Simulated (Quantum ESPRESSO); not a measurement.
# Cs4Pt (P-6m2) in Quantum ESPRESSO: reference runs

How does Cs4Pt come out in PBE? The cell is run as given.

All numbers are computed with Quantum ESPRESSO 7.5; they aren't measurements. Logs are shortened: lines on timing, memory, paths and dates and some standing lists are left out, and cuts for length are marked.

**1. Starting point**

It takes space group P-6m2 (No. 187, hexagonal). The conventional cell has a = 6.437 Å, b = 6.437 Å, c = 6.104 Å, α = 90.00°, β = 90.00°, γ = 120.00°. Cs (site symmetry mm2) is surrounded by 4 Cs at 3.09 to 3.35 Å. Around Cs (site symmetry -6m2) lie 3 Pt at 3.72 Å. Around Pt (site symmetry -6m2) lie 9 Cs at 3.61 to 3.72 Å.

The cell was built by a generator and needn't be a form met in nature.

**2. Single point, PBE**

File pw.in:

```
&CONTROL
  calculation = 'scf'
  prefix = 'pwscf'
  outdir = './tmp'
  pseudo_dir = './pseudo'
  tprnfor = .true.
  tstress = .true.
  disk_io = 'nowf'
/
&SYSTEM
  ibrav = 0
  nat = 5
  ntyp = 2
  ecutwfc = 55
  ecutrho = 440
  nbnd = 36
  occupations = 'smearing'
  smearing = 'fd'
  degauss = 0.00367493
/
&ELECTRONS
  conv_thr = 1d-09
  electron_maxstep = 120
  mixing_beta = 0.5
/
ATOMIC_SPECIES
Cs   132.9055 Cs_pbe_v1.uspp.F.UPF
Pt   195.0840 pt_pbe_v1.4.uspp.F.UPF
CELL_PARAMETERS angstrom
   6.4373438600    0.0000000000    0.0000000000
  -3.2186719300    5.5749033200    0.0000000000
   0.0000000000    0.0000000000    6.1036332000
ATOMIC_POSITIONS crystal
Cs     0.1735411900    0.8264588100    0.5000000000
Cs     0.1735411900    0.3470823800    0.5000000000
Cs     0.6529176200    0.8264588100    0.5000000000
Cs     0.6666666700    0.3333333300    0.0000000000
Pt     0.0000000000    0.0000000000    0.0000000000
K_POINTS automatic
5 5 5 0 0 0
```

Potentials or basis: SSSP 1.3 efficiency PBE.

Command:

```
OMP_NUM_THREADS=1 pw.x -in pw.in > pw.out
```

pw.out:

```text
This program is part of the open-source Quantum ESPRESSO suite
     for quantum simulation of materials; please cite
[... 9 lines left out ...]
     --------------------
     sticks:   dense  smooth     PW     G-vecs:    dense   smooth      PW
     Sum        4495    2233    625               230339    81535   11873

     Using Slab Decomposition

     bravais-lattice index     =            0
     lattice parameter (alat)  =      12.1648  a.u.
     unit-cell volume          =    1478.1860 (a.u.)^3
     number of atoms/cell      =            5
     number of atomic types    =            2
     number of electrons       =        52.00
     number of Kohn-Sham states=           36
     kinetic-energy cutoff     =      55.0000  Ry
     charge density cutoff     =     440.0000  Ry
     scf convergence threshold =      1.0E-09
     mixing beta               =       0.5000
     number of iterations used =            8  plain     mixing
     Exchange-correlation=  SLA  PW   PBX  PBC
                           (   1   4   3   4   0   0   0)

     celldm(1)=  12.164817  celldm(2)=   0.000000  celldm(3)=   0.000000
     celldm(4)=   0.000000  celldm(5)=   0.000000  celldm(6)=   0.000000

     crystal axes: (cart. coord. in units of alat)
               a(1) = (   1.000000   0.000000   0.000000 )
               a(2) = (  -0.500000   0.866025   0.000000 )
               a(3) = (   0.000000   0.000000   0.948160 )

     reciprocal axes: (cart. coord. in units 2 pi/alat)
               b(1) = (  1.000000  0.577350 -0.000000 )
               b(2) = (  0.000000  1.154701  0.000000 )
               b(3) = (  0.000000 -0.000000  1.054674 )

     PseudoPot. # 1 for Cs read from file:
     Cs_pbe_v1.uspp.F.UPF
     Pseudo is Ultrasoft + core correction, Zval =  9.0
     Generated by new atomic code, or converted to UPF format
     Using radial grid of  905 points,  6 beta functions with:
                l(1) =   0
                l(2) =   0
                l(3) =   1
                l(4) =   1
                l(5) =   2
                l(6) =   2
     Q(r) pseudized with  6 coefficients,  rinner =    1.500   1.500   1.500
                                                       1.500   1.500

     PseudoPot. # 2 for Pt read from file:
     pt_pbe_v1.4.uspp.F.UPF
     Pseudo is Ultrasoft + core correction, Zval = 16.0
     Generated by new atomic code, or converted to UPF format
     Using radial grid of  985 points,  6 beta functions with:
                l(1) =   0
                l(2) =   0
                l(3) =   1
                l(4) =   1
                l(5) =   2
                l(6) =   2
     Q(r) pseudized with  8 coefficients,  rinner =    1.300   1.300   1.300
                                                       1.300   1.300

     atomic species   valence    mass     pseudopotential
     Cs                9.00   132.90550     Cs( 1.00)
     Pt               16.00   195.08400     Pt( 1.00)

     12 Sym. Ops. (no inversion) found

   Cartesian axes

     site n.     atom                  positions (alat units)
         1        Cs     tau(   1) = (  -0.2396882   0.7157343   0.4740801  )
         2        Cs     tau(   2) = (   0.0000000   0.3005822   0.4740801  )
         3        Cs     tau(   3) = (   0.2396882   0.7157343   0.4740801  )
         4        Cs     tau(   4) = (   0.5000000   0.2886751   0.0000000  )
         5        Pt     tau(   5) = (   0.0000000   0.0000000   0.0000000  )

     number of k points=    15  Fermi-Dirac smearing, width (Ry)=  0.0037
                       cart. coord. in units 2pi/alat
        k(    1) = (   0.0000000   0.0000000   0.0000000), wk =   0.0160000
        k(    2) = (   0.0000000   0.0000000   0.2109348), wk =   0.0320000
        k(    3) = (   0.0000000   0.0000000   0.4218696), wk =   0.0320000
        k(    4) = (   0.0000000   0.2309401   0.0000000), wk =   0.0960000
        k(    5) = (   0.0000000   0.2309401   0.2109348), wk =   0.1920000
        k(    6) = (   0.0000000   0.2309401   0.4218696), wk =   0.1920000
        k(    7) = (   0.0000000   0.4618802   0.0000000), wk =   0.0960000
        k(    8) = (   0.0000000   0.4618802   0.2109348), wk =   0.1920000
        k(    9) = (   0.0000000   0.4618802   0.4218696), wk =   0.1920000
        k(   10) = (   0.2000000   0.3464102   0.0000000), wk =   0.0960000
        k(   11) = (   0.2000000   0.3464102   0.2109348), wk =   0.1920000
        k(   12) = (   0.2000000   0.3464102   0.4218696), wk =   0.1920000
        k(   13) = (   0.2000000   0.5773503   0.0000000), wk =   0.0960000
        k(   14) = (   0.2000000   0.5773503   0.2109348), wk =   0.1920000
        k(   15) = (   0.2000000   0.5773503   0.4218696), wk =   0.1920000

     Dense  grid:   230339 G-vectors     FFT dimensions: (  81,  81,  80)

     Smooth grid:    81535 G-vectors     FFT dimensions: (  60,  60,  60)

     Initial potential from superposition of free atoms

     starting charge      51.3424, renormalised to      52.0000

     negative rho (up, down):  1.830E-01 0.000E+00
     Starting wfcs are   64 randomized atomic wfcs

     Self-consistent Calculation

     iteration #  1     ecut=    55.00 Ry     beta= 0.50
     Davidson diagonalization with overlap
     ethr =  1.00E-02,  avg # of iterations =  3.3

     Threshold (ethr) on eigenvalues was too large:
     Diagonalizing with lowered threshold

     Davidson diagonalization with overlap
     ethr =  5.89E-04,  avg # of iterations =  2.0

     negative rho (up, down):  1.731E-01 0.000E+00

     total energy              =    -462.67627579 Ry
     estimated scf accuracy    <       0.32349769 Ry

     iteration #  2     ecut=    55.00 Ry     beta= 0.50
     Davidson diagonalization with overlap
     ethr =  6.22E-04,  avg # of iterations =  2.0

     negative rho (up, down):  1.711E-01 0.000E+00

     total energy              =    -462.71806988 Ry
     estimated scf accuracy    <       0.03233226 Ry

     iteration #  3     ecut=    55.00 Ry     beta= 0.50
     Davidson diagonalization with overlap
     ethr =  6.22E-05,  avg # of iterations =  5.8

     negative rho (up, down):  1.699E-01 0.000E+00

     total energy              =    -462.71659851 Ry
     estimated scf accuracy    <       0.02522598 Ry

     iteration #  4     ecut=    55.00 Ry     beta= 0.50
     Davidson diagonalization with overlap
     ethr =  4.85E-05,  avg # of iterations =  2.1
[... 46 lines left out ...]
     negative rho (up, down):  1.692E-01 0.000E+00

     total energy              =    -462.72342733 Ry
     estimated scf accuracy    <       0.00000001 Ry

     iteration # 10     ecut=    55.00 Ry     beta= 0.50
     Davidson diagonalization with overlap
     ethr =  1.93E-11,  avg # of iterations =  9.7

     negative rho (up, down):  1.692E-01 0.000E+00

     total energy              =    -462.72342740 Ry
     estimated scf accuracy    <       0.00000001 Ry

     iteration # 11     ecut=    55.00 Ry     beta= 0.50
     Davidson diagonalization with overlap
     ethr =  1.93E-11,  avg # of iterations =  2.0

     negative rho (up, down):  1.692E-01 0.000E+00

     End of self-consistent calculation

          k = 0.0000 0.0000 0.0000 ( 10245 PWs)   bands (ev):

   -43.2358 -43.1337 -43.1337 -16.7354 -15.5945 -15.5945 -14.9437  -5.8575
    -4.1751  -4.1751  -3.4331  -2.2883  -2.2883  -1.8288  -1.7806  -1.7806
    -1.2422  -0.7036  -0.7036   4.9194   6.0227   6.2697   6.2697   6.4985
     6.4985   6.6775   7.6984   8.8600   8.8600   8.9093   9.1356   9.1356
     9.8892   9.8892   9.9493  12.0212

          k = 0.0000 0.0000 0.2109 ( 10191 PWs)   bands (ev):

   -43.2358 -43.1337 -43.1337 -16.7346 -15.5944 -15.5944 -14.9442  -5.8537
    -4.1700  -4.1700  -3.4371  -2.2912  -2.2912  -1.8706  -1.7914  -1.7914
    -1.2419  -0.7067  -0.7067   5.1166   5.9693   6.2448   6.2448   6.5223
     6.5223   6.7687   7.7402   8.9146   8.9784   8.9784   9.3232   9.3232
     9.9338   9.9338  10.5397  11.1137

          k = 0.0000 0.0000 0.4219 ( 10150 PWs)   bands (ev):

   -43.2358 -43.1337 -43.1337 -16.7333 -15.5944 -15.5944 -14.9450  -5.8475
    -4.1616  -4.1616  -3.4433  -2.2961  -2.2961  -1.9366  -1.8089  -1.8089
    -1.2415  -0.7118  -0.7118   5.3761   5.9559   6.2345   6.2345   6.5242
     6.5242   7.0000   8.1278   8.8414   9.3058   9.3058   9.5415   9.5415
     9.6789  10.1258  10.1258  11.2671

          k = 0.0000 0.2309 0.0000 ( 10175 PWs)   bands (ev):

   -43.2358 -43.1337 -43.1337 -16.6682 -15.6937 -15.5973 -14.9437  -5.5809
    -4.1274  -3.9647  -3.3537  -2.3918  -2.2916  -1.8413  -1.8068  -1.7926
    -1.5163  -1.2974  -0.7895   5.1240   6.1485   6.2716   6.2871   6.4351
     6.4756   6.9390   7.9893   8.3990   9.1842   9.2896   9.3176   9.3199
     9.8985  10.4200  11.0940  11.6194
[... 67 lines left out ...]
   -43.2358 -43.1337 -43.1337 -16.4523 -15.9725 -15.6067 -14.9436  -4.7263
    -3.8501  -3.5332  -3.0763  -2.6939  -2.5280  -2.3493  -2.2539  -1.8412
    -1.8281  -1.7658  -1.2580   5.5995   6.2511   6.2717   6.3463   6.3476
     6.4312   7.8637   8.4253   8.9888   9.2495   9.4848   9.9276  10.0137
    10.1489  10.2581  10.8292  10.9817

          k = 0.2000 0.5774 0.2109 ( 10182 PWs)   bands (ev):

   -43.2358 -43.1337 -43.1337 -16.4522 -15.9720 -15.6063 -14.9438  -4.7259
    -3.8514  -3.5453  -3.1037  -2.7335  -2.5184  -2.3392  -2.2483  -1.8412
    -1.7930  -1.7570  -1.2587   5.6999   6.1601   6.2940   6.3139   6.3709
     6.4456   8.0276   8.5790   9.0176   9.2097   9.3803   9.7240  10.0018
    10.2231  10.3362  10.8104  11.0238

          k = 0.2000 0.5774 0.4219 ( 10166 PWs)   bands (ev):

   -43.2358 -43.1337 -43.1337 -16.4519 -15.9711 -15.6058 -14.9442  -4.7255
    -3.8542  -3.5629  -3.1475  -2.7895  -2.5027  -2.3256  -2.2418  -1.8390
    -1.7477  -1.7382  -1.2601   5.8185   6.1776   6.2651   6.3270   6.3542
     6.4234   8.3417   8.6770   8.9047   9.1669   9.4960   9.7377  10.1277
    10.3350  10.4876  10.6648  11.0183

     the Fermi energy is     8.0656 ev

!    total energy              =    -462.72342740 Ry
     estimated scf accuracy    <          7.2E-11 Ry
     smearing contrib. (-TS)   =      -0.00197344 Ry
     internal energy E=F+TS    =    -462.72145396 Ry

     The total energy is F=E-TS. E is the sum of the following terms:
     one-electron contribution =    -146.56936049 Ry
     hartree contribution      =      93.56811470 Ry
     xc contribution           =    -178.21069648 Ry
     ewald contribution        =    -231.50951170 Ry

     convergence has been achieved in  11 iterations

     negative rho (up, down):  1.692E-01 0.000E+00

     Forces acting on atoms (cartesian axes, Ry/au):

     atom    1 type  1   force =    -0.05683762    0.03281522    0.00000000
     atom    2 type  1   force =     0.00000000   -0.06563044    0.00000000
     atom    3 type  1   force =     0.05683762    0.03281522    0.00000000
     atom    4 type  1   force =     0.00000000    0.00000000    0.00000000
     atom    5 type  2   force =     0.00000000    0.00000000    0.00000000

     Total force =     0.113675     Total SCF correction =     0.000000

     Computing stress (Cartesian axis) and pressure

     negative rho (up, down):  1.692E-01 0.000E+00
          total   stress  (Ry/bohr**3)                   (kbar)     P=       42.67
   0.00049609   0.00000000   0.00000000           72.98        0.00        0.00
   0.00000000   0.00049609   0.00000000            0.00       72.98        0.00
  -0.00000000   0.00000000  -0.00012196           -0.00        0.00      -17.94

=------------------------------------------------------------------------------=
   JOB DONE.
=------------------------------------------------------------------------------=
```

Run time: 3.3 min. Hardware: 1 thread of Intel Xeon Platinum 8259CL at 2.50GHz (Skylake/Cascade Lake), shared host; peak memory 0.9 GiB.

What came out:

```yaml
Free_energy: -6295.6730 eV
Pressure: 4.3 GPa
Largest_force: 1.687 eV/Å
Band_gap_on_the_k_mesh: none (metal or under the smearing width)
```

Forces in eV/Å, atoms in the order of the input:
```
Cs  -1.461  0.844  0.000
Cs   0.000 -1.687  0.000
Cs   1.461  0.844  0.000
Cs   0.000  0.000  0.000
Pt   0.000  0.000  0.000
```

Caveat: forces of over 1 eV/Å show positions far from the minimum, so gaps and moduli don't describe the material at rest.
